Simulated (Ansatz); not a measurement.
**C3H9Cl3InP: small, medium and large basis sets**

One table from this session's results is given with a row withheld; the runs are named, their logs left out.

Method: one geometry, several basis sets; program: Ansatz 0.2.0, Gaussian basis.

Levels to be run: PBE0-D4/def2-SVP; ωB97M-V/def2-SVP; PBE0-D4/def2-QZVPP; ωB97M-V/def2-QZVPP; the functionals' def2-TZVPP values are taken from earlier runs.

## The geometry

All runs share one geometry, relaxed beforehand with PBE0-D4 in a triple-zeta def2 set. In takes the def2 core potential; no spin-orbit term is included.

SMILES `C[P+](C)(C)[In-]([Cl])([Cl])[Cl]`, 17 atoms, charge 0, spin multiplicity 1.

Atoms are counted from 1 here; the program's logs count them from 0.

Bond lengths: C1–P2 1.808 Å, C1–H9 1.092 Å, C1–H10 1.091 Å, C1–H11 1.091 Å, P2–C3 1.808 Å, P2–C4 1.808 Å, P2–In5 2.583 Å, C3–H12 1.091 Å, C3–H13 1.092 Å, C3–H14 1.091 Å, C4–H15 1.091 Å, C4–H16 1.092 Å, C4–H17 1.091 Å, In5–Cl6 2.346 Å, In5–Cl7 2.346 Å, In5–Cl8 2.346 Å. Angles: P2–C1–H9 111.3°, P2–C1–H10 108.9°, P2–C1–H11 108.9°, H9–C1–H10 109.6°, H9–C1–H11 109.6°, H10–C1–H11 108.3°, C1–P2–C3 106.7°, C1–P2–C4 106.7°, C1–P2–In5 112.2°, C3–P2–C4 106.7°, C3–P2–In5 112.1°, C4–P2–In5 112.2°, P2–C3–H12 109.0°, P2–C3–H13 111.3°, P2–C3–H14 108.9°, H12–C3–H13 109.6°, H12–C3–H14 108.3°, H13–C3–H14 109.6° and more.

Set-up of the first run:

The input, in.yaml:

```yaml
crystal:
  periodic: [false, false, false]
  atoms:
    - {symbol: C, position_ang: [1.072196, 1.036156, -1.122450]}
    - {symbol: P, position_ang: [0.082472, -0.070512, -0.089797]}
    - {symbol: C, position_ang: [1.245522, -1.157303, 0.768575]}
    - {symbol: C, position_ang: [-0.870193, -1.116768, -1.216019]}
    - {symbol: In, position_ang: [-1.431905, 1.224928, 1.553067]}
    - {symbol: Cl, position_ang: [0.161236, 2.398779, 2.813727]}
    - {symbol: Cl, position_ang: [-2.729515, 2.498497, 0.070147]}
    - {symbol: Cl, position_ang: [-2.530308, -0.537395, 2.645283]}
    - {symbol: H, position_ang: [1.707623, 0.474700, -1.810714]}
    - {symbol: H, position_ang: [0.402220, 1.685586, -1.688628]}
    - {symbol: H, position_ang: [1.692573, 1.661683, -0.478209]}
    - {symbol: H, position_ang: [0.683495, -1.867839, 1.377232]}
    - {symbol: H, position_ang: [1.878000, -1.699203, 0.062130]}
    - {symbol: H, position_ang: [1.868953, -0.555419, 1.432146]}
    - {symbol: H, position_ang: [-1.454335, -1.828284, -0.629672]}
    - {symbol: H, position_ang: [-0.216708, -1.657314, -1.904193]}
    - {symbol: H, position_ang: [-1.561337, -0.490280, -1.782623]}
basis:
  gaussian: {orbitals: def2-SVP}
hamiltonian: {xc: pbe0, dispersion: d4}
output: {orbitals: {seedname: orbitals}}
```

Launch:

```console
$ ansatz run in.yaml --threads 4 --pin off --events-out ev --progress --plain --max-ram 46080MiB --backend cpu
```

Steps of the session up to this table: PBE0-D4 in def2-SVP; ωB97M-V in def2-SVP; PBE0-D4 in def2-QZVPP; ωB97M-V in def2-QZVPP.

One of the session's tables, all rows but one given; the rest of the session is left out.

It belongs to the step «Functionals by basis». 

| functional | basis | HOMO (eV) |
| --- | --- | --- |
| PBE0-D4 | def2-SVP | -7.89 |
| PBE0-D4 | def2-TZVPP | -8.01 |
| PBE0-D4 | def2-QZVPP | -8.02 |
| ωB97M-V | def2-SVP | ? |
| ωB97M-V | def2-TZVPP | -10.10 |
| ωB97M-V | def2-QZVPP | -10.13 |

Q: Estimate the row for ωB97M-V, def2-SVP from the others.

**Answer.** HOMO (eV): -9.96. In the column «HOMO (eV)» it lies between ωB97M-V, def2-TZVPP (-10.10) and PBE0-D4, def2-QZVPP (-8.02).
